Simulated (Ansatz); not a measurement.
**C5H8O2: small, medium and large basis sets**

How large a basis does C5H8O2 need? Two functionals are run in growing sets.

Program: Ansatz 0.2.0, Gaussian basis. Level of theory: one geometry, several basis sets. These are calculated values, not measurements.

Plan: PBE0-D4/def2-SVP; ωB97M-V/def2-SVP; PBE0-D4/def2-QZVPP; ωB97M-V/def2-QZVPP; the functionals' def2-TZVPP values are taken from earlier runs.

**1. The relaxed structure**

All runs share one geometry, relaxed beforehand with PBE0-D4 in a triple-zeta def2 set.

SMILES `C=C(CC)C(=O)O`, 15 atoms, charge 0, spin multiplicity 1.

Atoms are counted from 1 here; the program's logs count them from 0.

Bond lengths: C1–C2 1.331 Å, C1–H8 1.082 Å, C1–H9 1.085 Å, C2–C3 1.498 Å, C2–C5 1.485 Å, C3–C4 1.525 Å, C3–H10 1.093 Å, C3–H11 1.093 Å, C4–H12 1.091 Å, C4–H13 1.092 Å, C4–H14 1.093 Å, C5–O6 1.205 Å, C5–O7 1.345 Å, O7–H15 0.967 Å. Angles: C2–C1–H8 121.6°, C2–C1–H9 120.7°, H8–C1–H9 117.7°, C1–C2–C3 123.8°, C1–C2–C5 120.5°, C3–C2–C5 115.7°, C2–C3–C4 112.8°, C2–C3–H10 108.8°, C2–C3–H11 108.5°, C4–C3–H10 109.1°, C4–C3–H11 110.0°, H10–C3–H11 107.5°, C3–C4–H12 110.9°, C3–C4–H13 110.6°, C3–C4–H14 110.9°, H12–C4–H13 107.9°, H12–C4–H14 108.4°, H13–C4–H14 108.1° and more.

As a file:

| atom | x (Å) | y (Å) | z (Å) |
| --- | --- | --- | --- |
| C1 | -0.10250 | 0.78699 | 1.68531 |
| C2 | 0.00970 | 0.49563 | 0.39159 |
| C3 | 1.12122 | -0.32587 | -0.18491 |
| C4 | 0.67023 | -1.72278 | -0.59917 |
| C5 | -0.99482 | 0.99272 | -0.58254 |
| O6 | -0.89819 | 0.85748 | -1.77607 |
| O7 | -2.03976 | 1.62680 | -0.02180 |
| H8 | -0.92789 | 1.37437 | 2.06546 |
| H9 | 0.64063 | 0.44260 | 2.39631 |
| H10 | 1.52668 | 0.19225 | -1.05833 |
| H11 | 1.92145 | -0.39640 | 0.55604 |
| H12 | -0.10918 | -1.66939 | -1.36067 |
| H13 | 1.50701 | -2.28882 | -1.01396 |
| H14 | 0.27796 | -2.27613 | 0.25744 |
| H15 | -2.60253 | 1.91053 | -0.75470 |

**2. PBE0-D4 in def2-SVP**

The input, in.yaml:

```yaml
crystal:
  periodic: [false, false, false]
  atoms:
    - {symbol: C, position_ang: [-0.102496, 0.786991, 1.685308]}
    - {symbol: C, position_ang: [0.009703, 0.495628, 0.391587]}
    - {symbol: C, position_ang: [1.121221, -0.325867, -0.184912]}
    - {symbol: C, position_ang: [0.670226, -1.722779, -0.599171]}
    - {symbol: C, position_ang: [-0.994825, 0.992723, -0.582543]}
    - {symbol: O, position_ang: [-0.898195, 0.857477, -1.776069]}
    - {symbol: O, position_ang: [-2.039756, 1.626804, -0.021796]}
    - {symbol: H, position_ang: [-0.927890, 1.374372, 2.065459]}
    - {symbol: H, position_ang: [0.640632, 0.442603, 2.396310]}
    - {symbol: H, position_ang: [1.526678, 0.192252, -1.058329]}
    - {symbol: H, position_ang: [1.921454, -0.396402, 0.556040]}
    - {symbol: H, position_ang: [-0.109182, -1.669387, -1.360674]}
    - {symbol: H, position_ang: [1.507007, -2.288816, -1.013963]}
    - {symbol: H, position_ang: [0.277955, -2.276129, 0.257442]}
    - {symbol: H, position_ang: [-2.602530, 1.910529, -0.754698]}
basis:
  gaussian: {orbitals: def2-SVP}
hamiltonian: {xc: pbe0, dispersion: d4}
output: {orbitals: {seedname: orbitals}}
```

Launch:

```sh
ansatz run in.yaml --threads 2 --pin off --events-out ev --progress --plain --max-ram 22528MiB --backend cpu
```

The runs that follow: ωB97M-V in def2-SVP; PBE0-D4 in def2-QZVPP; ωB97M-V in def2-QZVPP.

Before running them: what should the planned runs give, taken together? Wanted: PBE0-D4: double and triple zeta above quadruple; ωB97M-V: double and triple zeta above quadruple.

**Answer**, as computed:

| quantity | value |
| --- | --- |
| PBE0-D4: double and triple zeta above quadruple | 11.10, 0.50 eV |
| ωB97M-V: double and triple zeta above quadruple | 11.50, 0.48 eV |

For PBE0-D4 the step from double to triple zeta gains 10.59 eV and the next only 0.50 eV. Total energies overstate the basis error of differences, where much of it tends to cancel.
